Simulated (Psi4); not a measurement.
# One shape, several levels: C2H4Br2 (1,2-dibromoethane)

We compute a comparison of 5 runs (HF/STO-3G, HF/3-21G, B3LYP/6-31G*, HSE06/6-31G*, TPSSh/6-31G*) of C2H4Br2 (1,2-dibromoethane). 

Program for the calculation: Psi4 1.11.

4 further runs of the same task are left out: 2 that didn't finish, 2 set aside as unsound or not needed.

### 1 The structure to begin with

C2H4Br2 has 8 atoms, charge 0, and is taken as a singlet. SMILES: `BrCCBr`. The C3–H7 distance was set to 1.631 Å, away from the relaxed value. At this shape a bond of the SMILES string is far longer than usual.

Bond lengths: Br1–C2 1.948 Å, C2–C3 1.500 Å, C3–Br4 1.948 Å, C2–H5 1.087 Å, C2–H6 1.087 Å, C3–H8 1.087 Å. Angles: Br1–C2–C3 109.0°, C2–C3–Br4 109.0°, Br1–C2–H5 106.6°, Br1–C2–H6 106.6°, C3–C2–H5 112.2°, C3–C2–H6 112.2°, C2–C3–H8 112.2°, Br4–C3–H8 106.6°, H5–C2–H6 110.0°. A long bond or contact: C3–H7 1.631 Å.

### 2 Energy and forces at HF/STO-3G (run 1)

Contents of job.in:

```
memory 2200 MB

molecule {
  Br     2.140598     0.461827    -0.714364
  C      0.692538    -0.772773    -0.299174
  C     -0.615142    -0.046153    -0.411584
  Br    -2.063202    -1.280743     0.003586
  H      0.874918    -1.136823     0.708726
  H      0.769928    -1.591643    -1.009904
  H     -0.731230     1.182180     0.654520
  H     -0.797512     0.317907    -1.419494
  symmetry c1
  no_reorient
  no_com
}

set basis STO-3G
set puream true
set e_convergence 1e-09
set d_convergence 1e-08
set scf_type pk

e_tot, wfn = gradient("hf", return_wfn=True)
oeprop(wfn, "QUADRUPOLE", "DIPOLE", "LOWDIN_CHARGES", title="HF")
print_variables()
```

Launch:

```bash
psi4 job.in job.out -n 1
```

job.out:

```text
[...]
  Running in c1 symmetry.
[...]
  Nuclear repulsion =  416.804651501019180
[...]
  Multiplicity = 1
[...]
  Nalpha       = 43
  Nbeta        = 43
[...]
    Number of basis functions: 50
[...]
   @RHF iter   1: -5166.18664315573733   -4.35453e+00   8.83036e-03 DIIS/ADIIS
[...]
   @RHF iter  10: -5166.35955674729757    1.81899e-12   2.28937e-09 DIIS
[...]
  @RHF Final Energy: -5166.35955674729757
   => Energetics <=
    Nuclear Repulsion Energy =            416.8046515010191797
    One-Electron Energy =               -8059.7986927689398726
    Two-Electron Energy =                2476.6344845206231184
    Total Energy =                      -5166.3595567472975745
[...]
  -Total Gradient:
     Atom            X                  Y                   Z
    ------   -----------------  -----------------  -----------------
       1        0.005017600579     0.008050270812    -0.002014697112
       2       -0.046811034967    -0.016551897447    -0.000652475125
       3        0.058311909178    -0.095838502390    -0.106226570664
       4       -0.006652737587    -0.009779994577     0.001613990638
       5        0.003318350208     0.004435316577    -0.000340415858
       6        0.004295159825     0.003827594343    -0.000277223024
       7       -0.015180666760     0.116591426991     0.106331195768
       8       -0.002298580679    -0.010734214036     0.001566195351
[...]
```

Wall time 7.2 s (1 thread of AMD EPYC, shared host); peak memory 0.2 GiB.

### 3 Energy and forces at HF/3-21G (run 2)

Contents of job.json:

```json
{
 "schema_name": "qcschema_input",
 "schema_version": 1,
 "molecule": {
  "schema_name": "qcschema_molecule",
  "schema_version": 2,
  "symbols": ["Br", "C", "C", "Br", "H", "H", "H", "H"],
  "geometry": [4.04514396, 0.87272655, -1.34995231, 1.30870715, -1.46032933, -0.56535692, -1.16244991, -0.08721653, -0.77778104, -3.89888672, -2.42025351, 0.00677656, 1.6533554, -2.14828412, 1.33929804, 1.45495306, -3.00776936, -1.90844197, -1.38182443, 2.23399643, 1.23686354, -1.50707926, 0.60075716, -2.6824549],
  "molecular_charge": 0,
  "molecular_multiplicity": 1,
  "fix_symmetry": "c1"
 },
 "driver": "gradient",
 "model": {
  "method": "scf",
  "basis": "3-21G"
 },
 "keywords": {
  "puream": true,
  "e_convergence": 1e-09,
  "d_convergence": 1e-08,
  "scf_type": "pk",
  "scf_properties": ["DIPOLE", "MAYER_INDICES", "QUADRUPOLE"]
 }
}
```

Launch:

```bash
psi4 --qcschema job.json -n 1 --memory 2200MB
```

stdout:

```text
[...]
  Running in c1 symmetry.
[...]
  Nuclear repulsion =  416.804651605437130
[...]
  Multiplicity = 1
[...]
  Nalpha       = 43
  Nbeta        = 43
[...]
    Number of basis functions: 70
[...]
   @RHF iter   1: -5197.50919148015055   -3.53416e+00   7.42705e-03 DIIS/ADIIS
[...]
   @RHF iter  11: -5197.64692968232339   -1.45519e-11   5.38299e-09 DIIS
[...]
  @RHF Final Energy: -5197.64692968232339
   => Energetics <=
    Nuclear Repulsion Energy =            416.8046516054371295
    One-Electron Energy =               -8076.3386772858739278
    Two-Electron Energy =                2461.8870959981127271
    Total Energy =                      -5197.6469296823233890
[...]
  -Total Gradient:
     Atom            X                  Y                   Z
    ------   -----------------  -----------------  -----------------
       1       -0.016115249780    -0.010801109896     0.004543973921
       2        0.001366399034     0.009583690276    -0.013425603649
       3        0.006265166442    -0.073484553709    -0.049775115801
       4        0.014023309381     0.009040841633    -0.004461960796
       5        0.003048575444    -0.002064450679     0.008561046464
       6        0.003791046492    -0.005708689015    -0.004355678561
       7       -0.010737688462     0.079002183438     0.072460696984
       8       -0.001641558664    -0.005567912219    -0.013547358561
[...]
```

The result, in JSON:

```text
{
 "driver": "gradient",
 "model": {
  "method": "scf",
  "basis": "3-21G"
 },
 "success": true,
 "return_result": [-0.016115249780308365, -0.01080110989625678, 0.004543973920915928, 0.0013663990336182097, 0.009583690275819262, -0.013425603649248899, 0.006265166441574543, -0.07348455370937398, -0.04977511580069291, 0.014023309381125733, 0.009040841632690942, -0.004461960796337632, 0.0030485754443494648, -0.0020644506792058814, 0.008561046464053423, 0.0037910464921404874, -0.005708689014811336, -0.004355678561055565, -0.010737688462183911, 0.07900218343842377, 0.07246069698367655, -0.0016415586642732488, -0.005567912219101245, -0.01354735856149264],
 "properties": {
  "calcinfo_nbasis": 70,
  "calcinfo_nmo": 70,
  "calcinfo_nalpha": 43,
  "calcinfo_nbeta": 43,
  "calcinfo_natom": 8,
  "nuclear_repulsion_energy": 416.80465160543713,
  "return_energy": -5197.646929682323,
  "return_gradient": [-0.016115249780308365, -0.01080110989625678, 0.004543973920915928, 0.0013663990336182097, 0.009583690275819262, -0.013425603649248899, 0.006265166441574543, -0.07348455370937398, -0.04977511580069291, 0.014023309381125733, 0.009040841632690942, -0.004461960796337632, 0.0030485754443494648, -0.0020644506792058814, 0.008561046464053423, 0.0037910464921404874, -0.005708689014811336, -0.004355678561055565, -0.010737688462183911, 0.07900218343842377, 0.07246069698367655, -0.0016415586642732488, -0.005567912219101245, -0.01354735856149264],
  "scf_one_electron_energy": -8076.338677285874,
  "scf_two_electron_energy": 2461.8870959981127,
  "scf_dipole_moment": [0.0044756191867196815, -0.13497440501211821, -0.06523722732716614],
  "scf_total_energy": -5197.646929682323,
  "scf_total_gradient": [-0.016115249780308365, -0.01080110989625678, 0.004543973920915928, 0.0013663990336182097, 0.009583690275819262, -0.013425603649248899, 0.006265166441574543, -0.07348455370937398, -0.04977511580069291, 0.014023309381125733, 0.009040841632690942, -0.004461960796337632, 0.0030485754443494648, -0.0020644506792058814, 0.008561046464053423, 0.0037910464921404874, -0.005708689014811336, -0.004355678561055565, -0.010737688462183911, 0.07900218343842377, 0.07246069698367655, -0.0016415586642732488, -0.005567912219101245, -0.01354735856149264],
  "scf_iterations": 11
 }
}
```

It took 10 s on 1 thread of AMD EPYC, shared host; peak memory 0.24 GiB.

Runs 3 to 4 aren't shown in full; the table further down has their settings and results.

### 4 Energy and gradient at TPSSh/6-31G(d) (spherical functions) (run 5)

Contents of job.py:

```python
import psi4

psi4.set_memory('2200 MB')
psi4.set_num_threads(1)
psi4.core.set_output_file('run.log', False)

m = psi4.geometry("""
0 1
Br     2.140598     0.461827    -0.714364
C      0.692538    -0.772773    -0.299174
C     -0.615142    -0.046153    -0.411584
Br    -2.063202    -1.280743     0.003586
H      0.874918    -1.136823     0.708726
H      0.769928    -1.591643    -1.009904
H     -0.731230     1.182180     0.654520
H     -0.797512     0.317907    -1.419494
symmetry c1
""")

psi4.set_options({
    'basis': '6-31G*',
    'reference': 'rks',
    'puream': True,
    'e_convergence': 1e-09,
    'd_convergence': 1e-08,
    'scf_type': 'pk',
    'dft_radial_points': 99,
    'dft_spherical_points': 590,
})

result, w = psi4.gradient('tpssh', return_wfn=True)
psi4.oeprop(w, 'DIPOLE', 'MAYER_INDICES', 'MULLIKEN_CHARGES')
print('gradient / Eh bohr^-1')
print(result.np.round(6))
print(f'energy = {w.energy():.10f} Eh')
```

Launch:

```bash
python job.py
```

run.log:

```text
[...]
  Running in c1 symmetry.
[...]
  Nuclear repulsion =  416.804651501019123
[...]
  Multiplicity = 1
[...]
  Nalpha       = 43
  Nbeta        = 43
[...]
    Number of basis functions: 100
[...]
   @RKS iter   1: -5225.42666929794905   -2.57543e+00   2.09143e-02 ADIIS/DIIS
[...]
   @RKS iter  12: -5226.08447088601679    1.45519e-11   4.67826e-09 DIIS
[...]
  @RKS Final Energy: -5226.08447088601679
   => Energetics <=
    Nuclear Repulsion Energy =            416.8046515010191229
    One-Electron Energy =               -8098.8307478356055071
    Two-Electron Energy =                2631.5351370548924024
    DFT Exchange-Correlation Energy =    -175.5935116063224370
    Empirical Dispersion Energy =           0.0000000000000000
    VV10 Nonlocal Energy =                  0.0000000000000000
    Total Energy =                      -5226.0844708860167884
[...]
  -Total Gradient:
     Atom            X                  Y                   Z
    ------   -----------------  -----------------  -----------------
       1       -0.006753580516    -0.004614936305     0.002194469459
       2        0.000118770707    -0.002325730772    -0.010651727803
       3        0.010128099635    -0.054215082159    -0.049337478504
       4        0.002533671161     0.001223275526    -0.001317604526
       5       -0.000347154858     0.001230159793    -0.000882875481
       6        0.001700299142     0.001586992135     0.002663040136
       7       -0.009232611248     0.065803647176     0.061075781133
       8        0.001854605678    -0.008688935183    -0.003743922058
[...]
```

On the terminal:

```text
gradient / Eh bohr^-1
[[-0.006754 -0.004615  0.002194]
 [ 0.000119 -0.002326 -0.010652]
 [ 0.010128 -0.054215 -0.049337]
 [ 0.002534  0.001223 -0.001318]
 [-0.000347  0.00123  -0.000883]
 [ 0.0017    0.001587  0.002663]
 [-0.009233  0.065804  0.061076]
 [ 0.001855 -0.008689 -0.003744]]
energy = -5226.0844708860 Eh
```

It took 2.8 min on 1 thread of AMD EPYC, shared host; peak memory 1.1 GiB.

### 5 All runs side by side

| run | level | task | integration grid | energy (Eh) | dipole moment (D) | HOMO energy (eV) | LUMO energy (eV) | wall time |
| --- | --- | --- | --- | --- | --- | --- | --- | --- |
| 1 | HF/STO-3G | gradient | – | -5166.359557 | 0.15 | -8.32 | 7.66 | 7.2 s |
| 2 | HF/3-21G | gradient | – | -5197.646930 | 0.38 | -10.52 | 3.39 | 10 s |
| 3 | B3LYP/6-31G* (spherical functions) | energy | 99 radial × 590 angular | -5226.298541 | 0.43 | -7.71 | -1.09 | 61 s |
| 4 | HSE06/6-31G* (spherical functions) | gradient | 99 radial × 590 angular | -5225.520049 | 0.38 | -7.57 | -1.22 | 2.7 min |
| 5 | TPSSh/6-31G* (spherical functions) | gradient | 99 radial × 590 angular | -5226.084471 | 0.44 | -7.36 | -1.30 | 2.8 min |

### 6 Results

```
                       quantity           value
            run 5: total energy  -5226.08447 Eh
           run 5: dipole moment          0.44 D
             run 5: HOMO energy        -7.36 eV
             run 5: LUMO energy        -1.30 eV
           run 5: HOMO–LUMO gap         6.06 eV
run 5: largest force on an atom      4.641 eV/Å
```

In words: The dipole moment (its size) runs from 0.15 D (HF/STO-3G) to 0.44 D (TPSSh/6-31G*). The two ends differ in method and basis. The HOMO–LUMO gap runs from 6.06 eV (TPSSh/6-31G*) to 15.98 eV (HF/STO-3G). Totals of different functionals can't be ranked against each other. In run 1 the basis is minimal, so the values are rough. All runs together took 6.8 min, the longest 2.8 min.
